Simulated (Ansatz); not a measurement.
**CHBFNO: vertical ionisation energy**

How much energy removes an electron from CHBFNO at fixed geometry? The cation is run at each level and the neutral's energy taken from earlier runs.

Computed with Ansatz 0.2.0, Gaussian basis. Level: unrestricted cation, the program's frozen cores in correlated methods.

The runs, in order: UKS PBE-D4/def2-TZVPP; UKS r2SCAN-D4/def2-TZVPP; UKS PBE0-D4/def2-TZVPP; UKS B3LYP-D4/def2-TZVPP; UKS wB97X-V/def2-TZVPP; UKS wB97M-V/def2-TZVPP; UKS B2PLYP/def2-TZVPP; UHF-CCSD(T)/def2-TZVPP; UHF-MP2/def2-QZVPP; extrapolation to the limit; then −ε(HOMO) from the neutral's earlier runs with LDA (SPW92), PBE-D4, revPBE-D4, BLYP-D4, r2SCAN-D4, B97M-V, PBE0-D4, B3LYP-D4, r2SCANh-D4, r2SCAN0-D4, HSE06-D4, BHLYP-D4, CAM-B3LYP-D4, LC-ωPBE, ωB97X-V, ωB97M-V.

### Step 1. The relaxed structure

An earlier PBE0-D4 in a triple-zeta def2 set relaxation fixed the geometry.

SMILES `N=C1OB1F`, 6 atoms, charge 0, spin multiplicity 1.

Atoms are counted from 1 here; the program's logs count them from 0.

Bond lengths: N1–C2 1.233 Å, N1–H6 1.017 Å, C2–O3 1.477 Å, C2–B4 1.486 Å, O3–B4 1.341 Å, B4–F5 1.298 Å. Angles: C2–N1–H6 111.5°, N1–C2–O3 126.3°, N1–C2–B4 179.9°, O3–C2–B4 53.8°, C2–O3–B4 63.4°, C2–B4–O3 62.7°, C2–B4–F5 159.4°, O3–B4–F5 137.9°.

Geometry (Å):

```xyz
6

N    -0.4401    0.2918    1.5020
C    -0.1192    0.0737    0.3319
O    -0.8458    0.5240   -0.8722
B     0.2705   -0.1908   -1.0771
F     0.9556   -0.6395   -2.0840
H     0.2212   -0.1231    2.1532
```

### Step 2. Cation, UKS PBE-D4/def2-TZVPP

Contents of in.yaml:

```yaml
crystal:
  periodic: [false, false, false]
  atoms:
    - {symbol: N, position_ang: [-0.440126, 0.291758, 1.502043]}
    - {symbol: C, position_ang: [-0.119202, 0.073724, 0.331894]}
    - {symbol: O, position_ang: [-0.845759, 0.524003, -0.872193]}
    - {symbol: B, position_ang: [0.270454, -0.190848, -1.077109]}
    - {symbol: F, position_ang: [0.955582, -0.639498, -2.084047]}
    - {symbol: H, position_ang: [0.221151, -0.123139, 2.153212]}
basis:
  gaussian: {orbitals: def2-TZVPP}
total_charge: 1
magnetization: {spin_polarized: true, initial_magnetization: 1}
hamiltonian: {xc: pbe, dispersion: d4}
```

The run is started by

```console
$ ansatz run in.yaml --threads 2 --pin off --events-out ev --progress --plain --max-ram 4352MiB
```

The runs that follow: Cation, UKS r2SCAN-D4/def2-TZVPP; Cation, UKS PBE0-D4/def2-TZVPP; Cation, UKS B3LYP-D4/def2-TZVPP; Cation, UKS wB97X-V/def2-TZVPP; Cation, UKS wB97M-V/def2-TZVPP; Cation, UKS B2PLYP (frozen core)/def2-TZVPP; Cation, UHF-CCSD(T)/def2-TZVPP; Cation, UHF-MP2/def2-QZVPP.

**Question.** What will the summary of the whole plan be? Wanted: ionisation energy, CCSD(T)/CBS; nearest functional by difference; nearest −ε(HOMO); −ε(HOMO) of PBE; T1 of the cation.

As calculated:

| quantity | value |
| --- | --- |
| ionisation energy, CCSD(T)/CBS | 10.87 eV |
| nearest functional by difference | ωB97X-V (-0.11 eV) |
| nearest −ε(HOMO) | LC-ωPBE (+0.05 eV) |
| −ε(HOMO) of PBE | 6.70 eV |
| T1 of the cation | 0.041 |

In words: Energy differences with functionals land within 0.49 eV of the reference. The PBE orbital energy is 4.2 eV too small: a semilocal HOMO is no ionisation energy. Among orbital estimates LC-ωPBE comes nearest. Hartree-Fock falls 1.03 eV short, as the neutral has more correlation energy than the cation. The cation's T1 (from the report) is 0.041, near the customary mark of 0.045 for open shells, so the coupled-cluster value is less safe.
